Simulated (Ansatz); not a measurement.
Working through a small convex hull of the Si-Ni system

Computed with Ansatz's Python interface.

Input file `sini3_sini3_pm_3m.cif`:
```cif
data_SiNi3
_cell_length_a 3.542000
_cell_length_b 3.542000
_cell_length_c 3.542000
_cell_angle_alpha 90.00000
_cell_angle_beta 90.00000
_cell_angle_gamma 90.00000
_symmetry_space_group_name_H-M 'P 1'
_symmetry_Int_Tables_number 1
loop_
_symmetry_equiv_pos_as_xyz
'x, y, z'
loop_
_atom_site_label
_atom_site_type_symbol
_atom_site_fract_x
_atom_site_fract_y
_atom_site_fract_z
Si1 Si    0.000000    0.000000    0.000000
Ni2 Ni    0.000000    0.500000    0.500000
Ni3 Ni    0.500000    0.000000    0.500000
Ni4 Ni    0.500000    0.500000    0.000000
```

The script reads `sini3_si2ni_fm_3m.vasp`:
```text
Si2Ni
1.0
   0.00000000    2.70300000    2.70300000
   2.70300000    0.00000000    2.70300000
   2.70300000    2.70300000    0.00000000
Si Ni
2 1
Direct
   0.25000000    0.25000000    0.25000000
   0.75000000    0.75000000    0.75000000
   0.00000000    0.00000000    0.00000000
```

The script reads `sini3_si.extxyz`:
```text
2
Lattice="0.0 2.71356 2.71356 2.71356 0.0 2.71356 2.71356 2.71356 0.0" Properties=species:S:1:pos:R:3 pbc="T T T"
Si    4.07034000    4.07034000    4.07034000
Si    2.71356000    2.71356000    2.71356000
```

Contents of `sini3_ni.cif`:
```cif
data_Ni
_cell_length_a 2.491752
_cell_length_b 2.491752
_cell_length_c 2.491752
_cell_angle_alpha 60.00000
_cell_angle_beta 60.00000
_cell_angle_gamma 60.00000
_symmetry_space_group_name_H-M 'P 1'
_symmetry_Int_Tables_number 1
loop_
_symmetry_equiv_pos_as_xyz
'x, y, z'
loop_
_atom_site_label
_atom_site_type_symbol
_atom_site_fract_x
_atom_site_fract_y
_atom_site_fract_z
Ni1 Ni    0.000000    0.000000    0.000000
```

The cells in order, each with its output:

```python
from collections import Counter
import warnings

import ansatz as az
from ase.io import read
import numpy as np
from scipy.spatial import ConvexHull
```

```python
CUTOFF_EV = 550
KSPACING = 0.39
SMEARING = 'cold'
SIGMA = 0.05
```

```python
POLARISED = {'SiNi3 Pm-3m', 'Si2Ni Fm-3m', 'Ni'}
```

```python
def run_phase(name, crystal):
    calc = (
        crystal.calculation()
        .functional(az.Functional.R2SCAN)
        .scf(lower_state_search='off')
        .basis(CUTOFF_EV)
        .kpoints(spacing=KSPACING)
        .occupations(SMEARING, width=SIGMA)
    )
    if name in POLARISED:
        calc = calc.spin('collinear')
    calc = calc.relax(force_tolerance=0.02, cell=True)
    return calc.run()
```

```python
def counts(outcome):
    return Counter(site.symbol for site in outcome.lattice.sites)
```

```python
def formation_energy(outcome, mu):
    n = counts(outcome)
    return (outcome.report['energy_sigma0_ev'] - sum(k * mu[element] for element, k in n.items())) / sum(n.values())
```

```python
warnings.simplefilter('ignore', az.DeckWarning)
```

```python
phases = {}
atoms = read('sini3_sini3_pm_3m.cif')
sini3_pm_3m = az.Crystal.from_ase(atoms).moments(Ni=1.5)
phases['SiNi3 Pm-3m'] = sini3_pm_3m
atoms = read('sini3_si2ni_fm_3m.vasp', format='vasp')
si2ni_fm_3m = az.Crystal.from_ase(atoms).moments(Ni=1.5)
phases['Si2Ni Fm-3m'] = si2ni_fm_3m
si = az.Crystal.from_extxyz('sini3_si.extxyz')
phases['Si'] = si
atoms = read('sini3_ni.cif')
ni = az.Crystal.from_ase(atoms).moments(Ni=1.5)
phases['Ni'] = ni
```

```python
done = {}
for name, crystal in phases.items():
    done[name] = run_phase(name, crystal)
    print(f'{name}: {done[name].report["energy_sigma0_ev"]:.4f} eV, {len(done[name].lattice.sites)} atoms')
```

    RunWarning: the starting moments were not kept: the SCF closed with an absolute magnetisation of 4.4e-1 μB, where they sum to 4.5 μB in size (3 sites). That is at most 0.1 of that sum. The system's moment may be that small; this SCF shows only that its start led to no larger one. To try another start: change the [...]
    SiNi3 Pm-3m: -18176.6948 eV, 4 atoms
    Si2Ni Fm-3m: -7124.4623 eV, 3 atoms
    Si: -1278.1122 eV, 2 atoms
    Ni: -5845.2931 eV, 1 atoms

```python
# energy of one atom in its reference phase
references = {'Si': 'Si', 'Ni': 'Ni'}
mu = {element: done[name].report['energy_sigma0_ev'] / len(done[name].lattice.sites) for element, name in references.items()}
points = sorted((counts(o)['Ni'] / len(o.lattice.sites), formation_energy(o, mu), name) for name, o in done.items())
```

```python
xy = np.array([(x, e) for x, e, _ in points] + [(0.5, 10.0)])
hull = sorted(tuple(xy[i]) for i in ConvexHull(xy).vertices if xy[i, 1] < 5)
rows = [(name, x, e, e - np.interp(x, *zip(*hull))) for x, e, name in points]
print('     phase       x(Ni)  E_form (eV/atom)  above hull (eV/atom)')
for row in rows:
    print(f'{str(row[0]):>10}  {row[1]:10.3f}  {row[2]:16.4f}  {row[3]:20.4f}')
print('on the hull of these phases:', ', '.join(row[0] for row in rows if row[3] < 1e-6))
```

         phase       x(Ni)  E_form (eV/atom)  above hull (eV/atom)
            Si       0.000            0.0000                0.0000
    Si2Ni Fm-3m       0.333           -0.3523                0.0000
    SiNi3 Pm-3m       0.750           -0.4398                0.0000
            Ni       1.000            0.0000                0.0000
    on the hull of these phases: Si, Si2Ni Fm-3m, SiNi3 Pm-3m, Ni

These settings explore the input space; cutoff and mesh may be short of convergence. The SCF didn't keep the moments it started from (some shrank, vanished or turned); what is printed is the state reached. For the metals among these phases the mesh is modest: differences between phases can be off by up to 40 meV an atom. Of the deposited cell: the entry's cell lengths or inner coordinates differ somewhat from later room-temperature determinations. r2SCAN tends to overestimate the moments of itinerant magnets. The cells come from databases of deposited and of computed structures, and not all need be stable phases. Warnings are shown shortened and without file and line. Differences under about 40 meV an atom lie within the error of mesh and functional, so such verdicts may flip; only the cells listed enter the hull. The script silences the warnings on its input, which a real study should read. It ran for 110 s on 1 thread of Arm Neoverse V1, with other jobs on the host, peak memory 0.58 GiB.
